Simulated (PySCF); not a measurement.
# C2H9B2P: electronic excitations and core binding energies

Wanted: the electronic excitations and core binding energies of C2H9B2P (`BPB(C)C`), by calculation.

Programs: PySCF 2.14.0, with density-fitted response routines of our own. Each step states its level of theory. These are calculated values for one molecule in the gas phase, unless marked as measured. Atoms are numbered from 0 throughout.

## Step 1: The molecule as given

14 atoms, charge 0, multiplicity 1; geometry from: GFN2-xTB.

Bonds of the start (Å): B0–P1 1.80, P1–B2 1.84, B2–C3 1.58, B2–C4 1.58, B0–H5 1.17, B0–H6 1.17, P1–H7 1.38, C3–H8 1.09, C3–H9 1.09, C3–H10 1.09, C4–H11 1.09, C4–H12 1.09, C4–H13 1.09.

## Step 2: Ultraviolet spectrum: CAM-B3LYP/def2-SVPD

What the job is given:

```
{"job": {"kind": "uv", "xc": "CAM-B3LYP", "basis": "def2-SVPD", "nstates": 8, "ntriplets": 3}, "charge": 0, "multiplicity": 1}
B      2.347028    -1.221946     0.110813
P      1.199291    -0.061902     0.872175
B     -0.449100     0.236240     0.110529
C     -1.242435    -0.970668    -0.529180
C     -1.071227     1.691657     0.137872
H      1.924326    -2.196907    -0.380199
H      3.500482    -1.041513     0.177248
H      1.800117     1.148522     1.145645
H     -1.322469    -0.840562    -1.609020
H     -0.778179    -1.939639    -0.355877
H     -2.265577    -1.021213    -0.158444
H     -0.446755     2.395727    -0.413092
H     -1.124753     2.077887     1.155614
H     -2.071427     1.743844    -0.286249
```

Method: TDDFT CAM-B3LYP/def2-SVPD, vertical, gas phase, core orbitals frozen in the response.

The run is started by

```console
$ OMP_NUM_THREADS=1 python probes_run.py task.json out
```

One launch serves the whole session: the jobs run in the order shown.

The log of the run:

```text
coarse grid: 11552 points
cycle   1  E = -472.2990886353  dE =  3.444e-01  |g| = 3.310e-01  |ddm| = 4.872e+00
cycle   2  E = -472.3160634507  dE = -1.697e-02  |g| = 2.552e-01  |ddm| = 8.234e-01
cycle   3  E = -472.3329680396  dE = -1.690e-02  |g| = 2.730e-02  |ddm| = 3.664e-01
cycle   4  E = -472.3332204869  dE = -2.524e-04  |g| = 1.203e-02  |ddm| = 8.067e-02
cycle   5  E = -472.3332707039  dE = -5.022e-05  |g| = 1.876e-03  |ddm| = 2.942e-02
cycle   6  E = -472.3332721772  dE = -1.473e-06  |g| = 7.801e-04  |ddm| = 5.411e-03
final grid: 105112 points
cycle   7  E = -472.3972643264  dE = -2.550e-05  |g| = 3.402e-03  |ddm| = 5.391e-02
cycle   8  E = -472.3972652910  dE = -9.646e-07  |g| = 2.875e-03  |ddm| = 1.149e-02
cycle   9  E = -472.3972673378  dE = -2.047e-06  |g| = 1.247e-04  |ddm| = 3.961e-03
cycle  10  E = -472.3972673422  dE = -4.388e-09  |g| = 7.937e-05  |ddm| = 4.889e-04
cycle  11  E = -472.3972673443  dE = -2.079e-09  |g| = 9.887e-06  |ddm| = 1.877e-04
cycle  12  E = -472.3972673443  dE = -4.343e-11  |g| = 4.607e-06  |ddm| = 2.486e-05
converged SCF energy = -472.3972673443

Static polarisability (au): isotropic 83.361, principal 63.760 80.411 105.913

Singlet excitations
state   eV       nm        f      main configurations
  1   4.9758    249.2   0.25898   H->L 0.94
  2   5.7272    216.5   0.00439   H-1->L 0.90
  3   6.1203    202.6   0.10757   H->L+1 0.85
  4   6.1676    201.0   0.00826   H-2->L 0.68, H-3->L 0.13
  5   6.5307    189.8   0.00155   H-3->L 0.63, H-2->L+1 0.19
  6   6.7350    184.1   0.04090   H->L+2 0.76, H->L+5 0.10
  7   6.8397    181.3   0.06462   H-1->L+1 0.58, H-4->L 0.22
  8   7.4060    167.4   0.01102   H->L+5 0.36, H->L+3 0.21, H->L+2 0.14

Triplet excitations (Tamm-Dancoff, eV): 3.5786 4.8035 5.2487
```

It took 16 s on 1 thread of AMD EPYC 9R45, shared host; peak memory 0.76 GiB.

Frontier orbitals and where they lie:

```csv
orbital,eV,atoms
HOMO−3,-11.20,"B0 33 %, H5 22 %, P1 14 %"
HOMO−2,-10.47,"C3 24 %, B2 22 %, C4 18 %"
HOMO−1,-10.10,"P1 25 %, B2 21 %, B0 14 %"
HOMO,-8.49,"P1 55 %, B0 18 %, B2 13 %"
LUMO,-0.58,"B0 38 %, P1 18 %, B2 18 %"
LUMO+1,0.61,"B2 30 %, P1 24 %, B0 17 %"
LUMO+2,1.01,"B2 34 %, B0 14 %, C4 8 %"
```

With each of the 8 states as a Gaussian band of 0.4 eV half-width at 1/e, the curve within the window shown has maxima at 249 nm (ε 10,000), 201 nm (ε 5,100), 184 nm (ε 4,600) L/(mol cm). Beyond the last state computed it falls off for lack of states. The curve at chosen wavelengths:

| nm | ε (L/mol/cm) |
| --- | --- |
| 161 | 283 |
| 166 | 701 |
| 171 | 1586 |
| 176 | 3121 |
| 181 | 4396 |
| 185 | 4625 |
| 190 | 4452 |
| 195 | 4678 |
| 200 | 5072 |
| 205 | 4792 |
| 210 | 3728 |
| 215 | 2532 |
| 220 | 1924 |
| 224 | 2150 |
| 229 | 3416 |
| 234 | 5543 |
| 239 | 7923 |
| 244 | 9771 |
| 249 | 10491 |
| 254 | 9943 |
| 259 | 8432 |
| 263 | 6881 |
| 268 | 4926 |
| 273 | 3258 |
| 278 | 2009 |
| 283 | 1164 |

Ground-state properties from the same run:

```csv
property,computed
dipole moment (D),1.22
polarisability (Å³),12.35
HOMO–LUMO gap (eV),7.91
−ε(HOMO) (eV),8.49
```

## Step 3: Core-electron binding energies: SCAN, X2C

The job, as its differences from that of step 2:

```diff
@@ -1,2 +1,2 @@
-{"job": {"kind": "uv", "xc": "CAM-B3LYP", "basis": "def2-SVPD", "nstates": 8, "ntriplets": 3}, "charge": 0, "multiplicity": 1}
+{"job": {"kind": "xps"}, "charge": 0, "multiplicity": 1}
 B      2.347028    -1.221946     0.110813
```

Method: delta-SCF UKS SCAN, pcX-2 on the ionised atom, pcseg-1 elsewhere, spin-free X2C.

The log of the run:

```text
ground state, core basis on atom 0 (B), 150 functions
  cycle   1  E = -473.28290115  |g| = 5.45e-01
  cycle   2  E = -473.23664163  |g| = 6.62e-01
  cycle   3  E = -473.36841736  |g| = 6.33e-02
  cycle   4  E = -473.36962247  |g| = 2.73e-02
  cycle   5  E = -473.36988591  |g| = 5.14e-03
  cycle   6  E = -473.36989303  |g| = 2.24e-03
  cycle   7  E = -473.36989303  |g| = 1.26e-03
  cycle   8  E = -473.36989539  |g| = 2.46e-04
  E(ground) = -473.39815373 Eh
hole in B 1s of atom 0
  cycle   1  E = -465.76239481  |g| = 1.16e+00
  cycle   2  E = -463.71094219  |g| = 1.94e+00
  cycle   3  E = -465.86790506  |g| = 6.57e-01
  cycle   4  E = -466.16029974  |g| = 2.45e-01
  cycle   5  E = -466.19334837  |g| = 1.17e-01
  cycle   6  E = -466.20072941  |g| = 7.86e-02
  cycle   7  E = -466.20548910  |g| = 2.12e-02
  cycle   8  E = -466.20651786  |g| = 2.27e-02
  cycle   9  E = -466.20761649  |g| = 1.36e-02
  cycle  10  E = -466.20798448  |g| = 5.98e-03
  cycle  11  E = -466.20801828  |g| = 2.17e-03
  cycle  12  E = -466.20802240  |g| = 8.46e-04
  cycle  13  E = -466.20802294  |g| = 3.24e-04
  E(ion) = -466.23723700 Eh   <S^2> = 1.1271   hole on atom = 1.000   binding energy = 194.858 eV
ground state, core basis on atom 1 (P), 161 functions
  cycle   1  E = -473.49083253  |g| = 3.38e-01
  cycle   2  E = -473.49071993  |g| = 3.17e-02
  cycle   3  E = -473.49031582  |g| = 4.84e-02
  cycle   4  E = -473.49106576  |g| = 3.55e-03
  cycle   5  E = -473.49106819  |g| = 2.34e-03
  cycle   6  E = -473.49107038  |g| = 4.61e-04
  E(ground) = -473.48924736 Eh
hole in P 1s of atom 1
  cycle   1  E = -393.35019045  |g| = 4.72e+00
  cycle   2  E = -393.52684325  |g| = 2.17e+00
  cycle   3  E = -393.92647690  |g| = 9.56e-01
  cycle   4  E = -394.43960840  |g| = 3.28e-01
  cycle   5  E = -394.50062488  |g| = 1.14e-01
  cycle   6  E = -394.50757689  |g| = 3.77e-02
  cycle   7  E = -394.50827950  |g| = 1.28e-02
  cycle   8  E = -394.50836585  |g| = 4.27e-03
  cycle   9  E = -394.50837677  |g| = 7.39e-04
  cycle  10  E = -394.50837657  |g| = 1.96e-04
  E(ion) = -394.50604920 Eh   <S^2> = 0.7517   hole on atom = 1.000   binding energy = 2149.242 eV
hole in P 2p of atom 1
  cycle   1  E = -468.07948107  |g| = 1.39e+00
  cycle   2  E = -467.91268043  |g| = 1.23e+00
  cycle   3  E = -468.41902969  |g| = 2.93e-01
  cycle   4  E = -468.46888336  |g| = 1.10e-01
  cycle   5  E = -468.47506286  |g| = 4.00e-02
  cycle   6  E = -468.47591965  |g| = 1.16e-02
  cycle   7  E = -468.47597822  |g| = 6.44e-03
  cycle   8  E = -468.47600506  |g| = 9.32e-04
  cycle   9  E = -468.47600395  |g| = 5.45e-04
  cycle  10  E = -468.47600435  |g| = 1.92e-04
  E(ion) = -468.48424827 Eh   <S^2> = 0.7535   hole on atom = 1.002   binding energy = 136.193 eV
  2p3/2 = 135.851 eV   2p1/2 = 136.738 eV
ground state, core basis on atom 2 (B), 150 functions
  cycle   1  E = -473.36997203  |g| = 6.19e-02
  cycle   2  E = -473.36876730  |g| = 7.05e-02
  cycle   3  E = -473.37042946  |g| = 2.28e-02
  cycle   4  E = -473.37061300  |g| = 8.66e-03
  cycle   5  E = -473.37064454  |g| = 1.21e-03
  cycle   6  E = -473.37064240  |g| = 2.89e-04
  E(ground) = -473.39941521 Eh
hole in B 1s of atom 2
  cycle   1  E = -465.75192414  |g| = 1.18e+00
  cycle   2  E = -464.01462301  |g| = 2.00e+00
  cycle   3  E = -466.02015794  |g| = 4.62e-01
  cycle   4  E = -466.04710185  |g| = 4.22e-01
  cycle   5  E = -466.18423646  |g| = 7.15e-02
  cycle   6  E = -466.18739372  |g| = 3.68e-02
  cycle   7  E = -466.18842810  |g| = 1.53e-02
  cycle   8  E = -466.18870591  |g| = 1.05e-02
  cycle   9  E = -466.18885864  |g| = 7.78e-03
  cycle  10  E = -466.18897602  |g| = 6.48e-03
  cycle  11  E = -466.18903769  |g| = 3.15e-03
  cycle  12  E = -466.18904462  |g| = 1.02e-03
  cycle  13  E = -466.18904570  |g| = 5.41e-04
  cycle  14  E = -466.18904654  |g| = 1.46e-04
  E(ion) = -466.21870636 Eh   <S^2> = 0.9166   hole on atom = 1.000   binding energy = 195.397 eV
ground state, core basis on atom 3 (C), 150 functions
  cycle   1  E = -473.37675573  |g| = 5.75e-02
  cycle   2  E = -473.37662262  |g| = 2.58e-02
  cycle   3  E = -473.37655326  |g| = 2.87e-02
  cycle   4  E = -473.37683428  |g| = 3.72e-03
  cycle   5  E = -473.37683982  |g| = 3.36e-04
  E(ground) = -473.40384068 Eh
hole in C 1s of atom 3
  cycle   1  E = -462.15892304  |g| = 1.50e+00
  cycle   2  E = -461.56883445  |g| = 1.72e+00
  cycle   3  E = -462.64633279  |g| = 3.66e-01
  cycle   4  E = -462.66242581  |g| = 2.80e-01
  cycle   5  E = -462.71994221  |g| = 5.20e-02
  cycle   6  E = -462.72136219  |g| = 2.01e-02
  cycle   7  E = -462.72160956  |g| = 6.49e-03
  cycle   8  E = -462.72163902  |g| = 2.14e-03
  cycle   9  E = -462.72164267  |g| = 8.88e-04
  cycle  10  E = -462.72164222  |g| = 3.94e-04
  E(ion) = -462.74736645 Eh   <S^2> = 0.7657   hole on atom = 1.000   binding energy = 289.977 eV
```

Wall time 39 s (1 thread of AMD EPYC 9R45, shared host); peak memory 0.68 GiB.

The holes in one table. −ε is the ground-state orbital energy:

```csv
hole,stands for,environment,ΔSCF (eV; 2p as the shell's mean),−ε (eV),⟨S²⟩
B1s on B0,B0,"boron bonded to P, 2 H",194.86 (doubtful),180.1,1.127
P1s on P1,P1,"phosphorus bonded to 2 B, H",2149.24,2092.2,0.752
P2p on P1,P1,"phosphorus bonded to 2 B, H",136.15,125.4,0.754
B1s on B2,B2,"boron bonded to 2 C, P",195.40 (doubtful),180.4,0.917
C1s on C3,"C3, C4",methyl carbon bonded to B,289.98,272.9,0.766
```

Each hole run stands for the others of its class of like atoms.

Doubtful: the ion did not converge, its hole moved, or its ⟨S²⟩ is well above 0.75.

With the spin-orbit splitting: P1 2p3/2 135.85, 2p1/2 136.74 eV. The table gives each 2p level as the mean over the whole 2p shell (two parts 2p3/2, one part 2p1/2), which differs a little from the single hole in the log.

## Step 4: Summary of results

| quantity | value |
| --- | --- |
| lowest singlet (CAM-B3LYP/def2-SVPD) | 4.98 eV (249 nm), f = 0.259 |
| lowest triplet | 3.58 eV |
| P1s binding energies, SCAN/pcX-2 | P1 2149.24 eV |
| P2p binding energies, SCAN/pcX-2 | P1 136.15 eV |
| C1s binding energies, SCAN/pcX-2 | C3 289.98 eV |

**Reading.** The first singlet state (HOMO→LUMO 0.94) lies at 4.98 eV and is bright. The lowest triplet lies 1.40 eV below the lowest singlet (triplets in Tamm-Dancoff, singlets in full TDDFT).
